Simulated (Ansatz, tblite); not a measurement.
# Cl4H6P2Sn: isomers side by side

One table from this session's results is given with a row withheld; the runs are named, their logs left out.

Program: Ansatz 0.2.0, Gaussian basis. Level of theory: relaxed with r2SCAN-D4/def2-SVP, singlet. These are calculated values, not measurements.

3 further runs of the same task are left out: 3 set aside as unsound or not needed.

## Where the work starts

13 atoms, charge 0, spin multiplicity 1.

Atoms are counted from 1 here; the program's logs count them from 0.

Bond lengths: Cl1–Sn7 2.371 Å, Cl2–Sn7 2.517 Å, Cl3–Sn7 2.380 Å, Cl4–Sn7 2.479 Å, P5–Sn7 2.615 Å, P5–H8 1.387 Å, P5–H9 1.366 Å, P5–H10 1.363 Å, P6–Sn7 2.611 Å, P6–H11 1.390 Å, P6–H12 1.363 Å, P6–H13 1.363 Å. Angles: Sn7–P5–H8 129.8°, Sn7–P5–H9 117.8°, Sn7–P5–H10 107.5°, H8–P5–H9 98.4°, H8–P5–H10 98.4°, H9–P5–H10 99.7°, Sn7–P6–H11 130.1°, Sn7–P6–H12 110.7°, Sn7–P6–H13 114.2°, H11–P6–H12 98.4°, H11–P6–H13 98.6°, H12–P6–H13 100.2°, Cl1–Sn7–Cl2 166.0°, Cl1–Sn7–Cl3 94.5°, Cl1–Sn7–Cl4 91.2°, Cl1–Sn7–P5 106.1°, Cl1–Sn7–P6 100.8°, Cl2–Sn7–Cl3 90.8° and more.

As a file:

```xyz
13

Cl    2.8887    0.0907   -0.0770
Cl   -1.9444    0.1773   -0.4854
Cl    0.4968    2.6288   -0.0495
Cl    0.3343   -2.1256    0.6804
P    -0.1392    0.0076    2.5146
P    -0.0663   -0.0932   -2.5236
Sn    0.5245    0.2492   -0.0032
H    -0.4174    0.9864    3.4577
H     0.6191   -0.8160    3.2980
H    -1.3271   -0.6597    2.5622
H     0.7669   -0.2208   -3.6291
H    -0.8460    0.9279   -2.9800
H    -0.8898   -1.1525   -2.7652
```

Sn takes a core potential in the def2 sets. No spin-orbit coupling is included.

The isomers as started, chosen beforehand: A: trans-Sn(PH3)2Cl4; B: cis-Sn(PH3)2Cl4. The structure above is A.

The first run:

The input, in.yaml:

```yaml
crystal:
  periodic: [false, false, false]
  atoms:
    - {symbol: Cl, position_ang: [2.888650, 0.090750, -0.076990]}
    - {symbol: Cl, position_ang: [-1.944380, 0.177320, -0.485450]}
    - {symbol: Cl, position_ang: [0.496830, 2.628780, -0.049480]}
    - {symbol: Cl, position_ang: [0.334310, -2.125600, 0.680420]}
    - {symbol: P, position_ang: [-0.139220, 0.007630, 2.514630]}
    - {symbol: P, position_ang: [-0.066330, -0.093230, -2.523620]}
    - {symbol: Sn, position_ang: [0.524470, 0.249210, -0.003170]}
    - {symbol: H, position_ang: [-0.417370, 0.986360, 3.457720]}
    - {symbol: H, position_ang: [0.619100, -0.816040, 3.298040]}
    - {symbol: H, position_ang: [-1.327120, -0.659750, 2.562210]}
    - {symbol: H, position_ang: [0.766920, -0.220840, -3.629130]}
    - {symbol: H, position_ang: [-0.846050, 0.927940, -2.980000]}
    - {symbol: H, position_ang: [-0.889800, -1.152550, -2.765190]}
basis:
  gaussian: {orbitals: def2-SVP}
hamiltonian: {xc: r2scan, dispersion: d4}
scf: {lower_state_search: "off"}
output: {orbitals: {seedname: orbitals}}
relax: {f_tol: 0.02, max_steps: 100}
```

On the command line:

```bash
$ ansatz run in.yaml --threads 4 --pin off --events-out ev --progress --plain --max-ram 4787MiB
```

Steps of the session up to this table: Relaxing candidate A; Relaxing candidate B; Candidate A, PBE0-D4/def2-TZVP; Candidate A, PBE-D4/def2-TZVP; Candidate A, r2SCAN-D4/def2-TZVP; Candidate A, r2SCAN0-D4/def2-TZVP; Candidate A, revPBE-D4/def2-TZVP; Candidate A, ωB97M-V/def2-TZVP; Candidate A, PBE-D4/def2-SVP; Candidate A, PBE0-D4/def2-SVP; Candidate A, MP2/def2-TZVP; Candidate A, RPA/def2-TZVP.

One table of the session follows, with a row left open; its other results are not shown here.

It belongs to the step «A against B». 

```
               level  A above B (kJ/mol)
            GFN1-xTB                +8.4
            GFN2-xTB                   ?
        HF/def2-TZVP                -0.3
     PBE-D4/def2-SVP               +12.7
    PBE-D4/def2-TZVP                +9.4
 revPBE-D4/def2-TZVP               +10.0
 r2SCAN-D4/def2-TZVP                +5.0
    PBE0-D4/def2-SVP                +8.3
   PBE0-D4/def2-TZVP                +6.0
r2SCAN0-D4/def2-TZVP                +3.4
   ωB97M-V/def2-TZVP                +8.0
       RPA/def2-TZVP                +8.9
       MP2/def2-TZVP                +4.4
```

Estimate the missing values for GFN2-xTB.

The run gave: A above B (kJ/mol): +42.3. In the column «A above B (kJ/mol)» it is the highest.

Caveats from the session: Only singlets are compared; another spin may lie lower and prefer another shape.
